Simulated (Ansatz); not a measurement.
**C₂H₈FNOSi: a ladder of functionals and wavefunction methods**

Aim: compute C₂H₈FNOSi with functionals from several rungs and with coupled cluster. The yardstick is the atomisation energy at the CCSD(T) limit.

The runs use Ansatz 0.2.0, Gaussian basis; functionals in def2-TZVPP, the program's frozen cores in correlated methods.

The runs, in order: PBE-D4, r2SCAN-D4, PBE0-D4, B3LYP-D4, ωB97X-V, ωB97M-V, B2PLYP; CCSD(T)/def2-TZVPP; MP2/def2-QZVPP; extrapolation to the limit.

**1. Structure used throughout**

All runs share one geometry, relaxed beforehand with PBE0-D4 in a triple-zeta def2 set.

SMILES `CC[Si](N)(O)F`, 14 atoms, charge 0, spin multiplicity 1.

Atoms are counted from 1 here; the program's logs count them from 0.

Bond lengths: C1–C2 1.527 Å, C1–H7 1.093 Å, C1–H8 1.093 Å, C1–H9 1.093 Å, C2–Si3 1.852 Å, C2–H10 1.096 Å, C2–H11 1.095 Å, Si3–N4 1.705 Å, Si3–O5 1.634 Å, Si3–F6 1.602 Å, N4–H12 1.006 Å, N4–H13 1.006 Å, O5–H14 0.959 Å. Angles: C2–C1–H7 111.3°, C2–C1–H8 111.3°, C2–C1–H9 111.6°, H7–C1–H8 107.4°, H7–C1–H9 107.5°, H8–C1–H9 107.5°, C1–C2–Si3 113.8°, C1–C2–H10 110.5°, C1–C2–H11 110.6°, Si3–C2–H10 107.9°, Si3–C2–H11 107.9°, H10–C2–H11 105.7°, C2–Si3–N4 118.1°, C2–Si3–O5 106.0°, C2–Si3–F6 108.0°, N4–Si3–O5 110.2°, N4–Si3–F6 103.2°, O5–Si3–F6 111.4° and more.

**2. PBE-D4 (GGA)**

in.yaml

```yaml
crystal:
  periodic: [false, false, false]
  atoms:
    - {symbol: C, position_ang: [-0.196339, -0.722595, -1.759718]}
    - {symbol: C, position_ang: [0.480644, 0.381622, -0.951105]}
    - {symbol: Si, position_ang: [0.387304, 0.131928, 0.881856]}
    - {symbol: N, position_ang: [-1.155502, 0.006787, 1.596685]}
    - {symbol: O, position_ang: [1.220303, 1.369874, 1.548971]}
    - {symbol: F, position_ang: [1.065324, -1.279185, 1.223279]}
    - {symbol: H, position_ang: [0.262013, -1.695178, -1.565346]}
    - {symbol: H, position_ang: [-1.257354, -0.805690, -1.509502]}
    - {symbol: H, position_ang: [-0.126309, -0.534411, -2.833634]}
    - {symbol: H, position_ang: [0.034078, 1.355566, -1.181179]}
    - {symbol: H, position_ang: [1.537641, 0.467962, -1.225490]}
    - {symbol: H, position_ang: [-1.820370, 0.761015, 1.571800]}
    - {symbol: H, position_ang: [-1.604303, -0.887703, 1.699981]}
    - {symbol: H, position_ang: [1.172879, 1.449990, 2.503413]}
basis:
  gaussian: {orbitals: def2-TZVPP}
hamiltonian: {xc: pbe, dispersion: d4}
output: {forces: true, orbitals: {seedname: orbitals}}
```

On the command line:

```
> ansatz run in.yaml --threads 2 --pin off --events-out ev --progress --plain --max-ram 32768MiB --backend cuda --devices 0, --max-vram 18GiB
```

After this run come: r2SCAN-D4 (meta-GGA); PBE0-D4 (hybrid); B3LYP-D4 (hybrid); ωB97X-V (range-separated); ωB97M-V (range-separated); B2PLYP (double hybrid); CCSD(T) in def2-TZVPP; MP2 in def2-QZVPP.

Q: Predict the results of all the runs planned. Wanted: atomisation energy, CCSD(T)/CBS; farthest; mean size of error, hybrid; mean size of error, range-separated; gap, smallest and largest; T1 diagnostic; triples share of the correlation energy.

The runs gave:

| quantity | value |
| --- | --- |
| atomisation energy, CCSD(T)/CBS | 5562.2 kJ/mol |
| functionals within 27.8 kJ/mol (0.5 %) | r2SCAN-D4, B3LYP-D4, ωB97X-V, ωB97M-V |
| farthest | B2PLYP (-71.7 kJ/mol) |
| mean size of error, hybrid | 27.8 kJ/mol |
| mean size of error, range-separated | 4.1 kJ/mol |
| gap, smallest and largest | 6.02 eV (PBE-D4), 12.62 eV (ωB97X-V) |
| T1 diagnostic | 0.0104 |
| triples share of the correlation energy | 3.4 % |

PBE-D4 is off by +59.1 kJ/mol. Double hybrids carry the basis error of their MP2 part in triple zeta, and no dispersion term here, so their miss is partly the set-up's. Misses under about 27.8 kJ/mol are within the doubt on the reference itself, which lacks core-valence correlation, relativity and higher excitations. Hartree-Fock recovers 73 % of the binding; the rest is correlation. The gap grows from 6.0 to 12.6 eV across the functionals, mostly with the share of exact exchange.
